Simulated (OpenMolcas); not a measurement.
# BH2Br− (SMILES [BH2-]Br): USVWN/def-TZVP (Cholesky decomposition)

Aim: the energy difference between two shapes of BH2Br− at USVWN/def-TZVP (Cholesky decomposition), from 2 runs. 

Program for the calculation: OpenMolcas 26.06.

3 further runs of the same task are left out: 1 that didn't finish, 2 set aside as unsound or not needed.

**1. Starting point**

BH2Br− has 4 atoms, charge -1, and is taken as a doublet. SMILES: `[BH2-]Br`. Geometry: relaxed at GFN2-xTB.

Bond lengths: B1–Br2 2.076 Å, B1–H3 1.213 Å, B1–H4 1.213 Å. Angles: Br2–B1–H3 109.1°, Br2–B1–H4 109.1°, H3–B1–H4 115.9°.

**2. The energy at USVWN/def-TZVP (Cholesky decomposition)**

coord.xyz reads:

```xyz
4

B     -0.380570     0.148840     0.001750
Br     1.540060     0.580870     0.661540
H     -0.770230    -0.861690     0.547550
H     -0.389260     0.131980    -1.210840
```

test.input reads:

```
&GATEWAY
Coord = coord.xyz
Basis = def-TZVP
Group = Full
&SEWARD
High
&SCF
UHF
Charge = -1
Spin = 2
KSDFT = SVWN
PrOrbitals = 1 1
```

Run with:

```
$ export MOLCAS_MEM=1860
$ pymolcas test.input > test.log
```

Standard output:

```text
--- Start Module: gateway ---
[...]
--- Stop Module: gateway /rc=_RC_ALL_IS_WELL_ ---
--- Start Module: seward ---
[...]
      Basis functions           67
--- Stop Module: seward /rc=_RC_ALL_IS_WELL_ ---
[...]
--- Start Module: scf ---
[...]
       Convergence after  16 Iterations
[...]
::    Total KS-DFT energy                           -2597.2550038403
[...]
      Total spin, S                                     0.5008596754
[...]
      Total electronic charge=   43.000000
      Total            charge=   -1.000000
[...]
      Dipole Moment (debye):
      Origin of the operator (angstrom)=    1.2636    0.5084    0.5608
                   X=  4.6993E+00               Y=  5.9279E-01               Z=  1.3520E+00           Total=  4.9257E+00
      Center of Charge (angstrom)
[...]
--- Stop Module: scf /rc=_RC_ALL_IS_WELL_ ---
[...]
```

Wall time 4.8 s (1 thread of Arm Neoverse V2, shared host); peak memory 0.22 GiB.

**3. The distorted shape at the same level**

coord.xyz reads:

```xyz
4

B     -0.424107     0.097337    -0.018686
Br     1.490463     0.553918     0.669553
H     -0.872216    -0.839611     0.556236
H     -0.443090     0.197741    -1.203330
```

test.inp reads:

```
* BBrH2 Kohn-Sham DFT
&GATEWAY
COORD = coord.xyz
BASIS = def-TZVP
GROUP = Full
&SEWARD
HIGH
&SCF
UHF
CHARGE = -1
SPIN = 2
KSDFT = SVWN
PRORBITALS = 1 1
```

Run with:

```
$ export MOLCAS_MEM=1860
$ pymolcas test.inp > test.log
```

Standard output:

```text
--- Start Module: gateway ---
[...]
--- Stop Module: gateway /rc=_RC_ALL_IS_WELL_ ---
--- Start Module: seward ---
[...]
      Basis functions           67
--- Stop Module: seward /rc=_RC_ALL_IS_WELL_ ---
[...]
--- Start Module: scf ---
[...]
       Convergence after  16 Iterations
[...]
::    Total KS-DFT energy                           -2597.2553631238
[...]
      Total spin, S                                     0.5008437022
[...]
      Total electronic charge=   43.000000
      Total            charge=   -1.000000
[...]
      Dipole Moment (debye):
      Origin of the operator (angstrom)=    1.2141    0.4801    0.5654
                   X=  4.6264E+00               Y=  5.9216E-01               Z=  1.3800E+00           Total=  4.8640E+00
      Center of Charge (angstrom)
[...]
--- Stop Module: scf /rc=_RC_ALL_IS_WELL_ ---
[...]
```

Wall time 4.8 s (1 thread of Arm Neoverse V2, shared host); peak memory 0.22 GiB.

**4. Summary of results**

Level: USVWN/def-TZVP (Cholesky decomposition).

| quantity | value |
| --- | --- |
| first shape: total energy | -2597.25500 Eh |
| first shape: HOMO energy (highest over α and β) | 1.59 eV |
| first shape: LUMO energy (lowest over α and β) | 2.92 eV |
| first shape: ⟨S²⟩ | 0.752 |
| distorted shape: total energy | -2597.25536 Eh |
| distorted shape: HOMO energy (highest over α and β) | 1.78 eV |
| distorted shape: LUMO energy (lowest over α and β) | 3.04 eV |
| distorted shape: ⟨S²⟩ | 0.752 |
| energy change with the atoms displaced | -0.010 eV |

What this shows: With the atoms displaced the energy falls by 0.01 eV (0.2 kcal/mol). The first shape isn't relaxed at this level, so the change isn't measured from a minimum. The HOMO (first shape) lies at positive energy, 1.59 eV, as semi-local functionals often give for anions; only total energies tell whether the electron is bound. The HOMO (distorted shape) lies at positive energy, 1.78 eV, as semi-local functionals often give for anions; only total energies tell whether the electron is bound.
